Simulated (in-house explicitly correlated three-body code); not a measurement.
**Two electrons around a charge of +3.38: exact states and exact Kohn–Sham parts**

One table from this session's results is given with a row withheld; the runs are named, their logs left out.

The numbers are computed with in-house explicitly correlated three-body code version 1 (two electrons, non-relativistic, variational in exponentially correlated functions), except any that are marked as measured or tabulated.

### What is computed

```
charge of the centre : +3.38
mass of the centre   : infinite
interactions         : Coulomb
basis                : 260 functions exp(−a r1 − b r2 − g r12) a state, exponent ranges optimised
units                : hartree and bohr; relativity and QED are left out
```

Set-up of the first run:

Settings:

```ini
Z = 3.38
interaction_strength = 1.0
functions = 260
states_tried = 13
```

On the command line:

```sh
> python run_hyl.py task.json out
```

One table of the session follows, with a row left open; its other results are not shown here.

It belongs to the step «Levels». 

```
state  binding (eV)  excitation (eV)  ⟨r12⟩ (bohr)
 1 ¹S       102.176                0        0.7501
 2 ³S       22.9139          79.2622         2.212
 2 ¹S       20.5774          81.5987         2.421
 2 ³P       20.2468          81.9293         2.061
 2 ¹P       19.0120          83.1642         2.179
 3 ³S       9.55186          92.6243         5.128
 3 ¹S       8.93670          93.2394         5.462
 3 ³P       8.85205          93.3241         5.098
 3 ¹P       8.48813          93.6880         5.322
 4 ³S       5.21979          96.9563         9.331
 4 ¹S       4.97229          97.2038         9.784
 4 ³P             ?                ?             ?
 4 ¹P       4.78549          97.3906         9.741
```

**Question.** Estimate the row for 4 ³P.

**Answer.** binding (eV): 4.93799; excitation (eV): 97.2381; ⟨r12⟩ (bohr): 9.432. In the column «binding (eV)» it lies between 4 ¹P (4.78549) and 4 ¹S (4.97229).
